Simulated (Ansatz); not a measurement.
# C3H9Cl3GaP: the cost of one run

Method: the settings change from run to run; program: Ansatz 0.2.0, Gaussian basis.

### Step 1. The geometry

The geometry comes from an earlier relaxation with PBE0-D4 in a triple-zeta def2 set; it is a stationary point, not always the lowest conformer.

17 atoms, charge 0, spin multiplicity 1.

Atoms are counted from 1 here; the program's logs count them from 0.

Bond lengths: C1–P2 1.806 Å, C1–H9 1.091 Å, C1–H10 1.092 Å, C1–H11 1.091 Å, P2–C3 1.806 Å, P2–C4 1.806 Å, P2–Ga5 2.388 Å, C3–H12 1.091 Å, C3–H13 1.091 Å, C3–H14 1.092 Å, C4–H15 1.092 Å, C4–H16 1.091 Å, C4–H17 1.091 Å, Ga5–Cl6 2.173 Å, Ga5–Cl7 2.173 Å, Ga5–Cl8 2.172 Å. Angles: P2–C1–H9 108.8°, P2–C1–H10 111.4°, P2–C1–H11 108.8°, H9–C1–H10 109.8°, H9–C1–H11 108.3°, H10–C1–H11 109.7°, C1–P2–C3 107.1°, C1–P2–C4 107.1°, C1–P2–Ga5 111.8°, C3–P2–C4 107.1°, C3–P2–Ga5 111.8°, C4–P2–Ga5 111.8°, P2–C3–H12 108.8°, P2–C3–H13 108.8°, P2–C3–H14 111.4°, H12–C3–H13 108.3°, H12–C3–H14 109.8°, H13–C3–H14 109.8° and more.

### Step 2. rPW86-PBE/cc-pVDZ

This run has charge +1, multiplicity 2, D4 dispersion.

Contents of in.yaml:

```yaml
crystal:
  periodic: [false, false, false]
  atoms:
    - {symbol: C, position_ang: [0.199043, -1.241846, -1.356520]}
    - {symbol: P, position_ang: [0.023362, -0.102094, 0.033686]}
    - {symbol: C, position_ang: [1.569977, -0.159243, 0.964937]}
    - {symbol: C, position_ang: [-1.266961, -0.770012, 1.106769]}
    - {symbol: Ga, position_ang: [-0.488878, 2.112972, -0.695961]}
    - {symbol: Cl, position_ang: [-0.623704, 3.214957, 1.171530]}
    - {symbol: Cl, position_ang: [1.216320, 2.612694, -1.946116]}
    - {symbol: Cl, position_ang: [-2.367793, 1.849776, -1.754298]}
    - {symbol: H, position_ang: [0.993900, -0.878667, -2.010106]}
    - {symbol: H, position_ang: [0.433903, -2.252190, -1.016304]}
    - {symbol: H, position_ang: [-0.733543, -1.251172, -1.923188]}
    - {symbol: H, position_ang: [1.483403, 0.500352, 1.830004]}
    - {symbol: H, position_ang: [2.376085, 0.212079, 0.329924]}
    - {symbol: H, position_ang: [1.798838, -1.173986, 1.296070]}
    - {symbol: H, position_ang: [-1.026596, -1.782587, 1.436344]}
    - {symbol: H, position_ang: [-2.211090, -0.774712, 0.559481]}
    - {symbol: H, position_ang: [-1.376277, -0.116319, 1.973737]}
basis:
  gaussian: {orbitals: cc-pVDZ}
total_charge: 1
magnetization: {spin_polarized: true, initial_magnetization: 1}
hamiltonian: {xc: {name: rPW86-PBE}, dispersion: d4}
output: {forces: true}
```

Run with:

```console
ansatz run in.yaml --threads 4 --pin off --events-out ev --progress --plain --max-ram 66560MiB --backend cpu
```

Q: Estimate wall time and peak memory on 4 threads of AMD EPYC 7R13, shared host.

About 48 s, with a peak of 1.2 GiB.
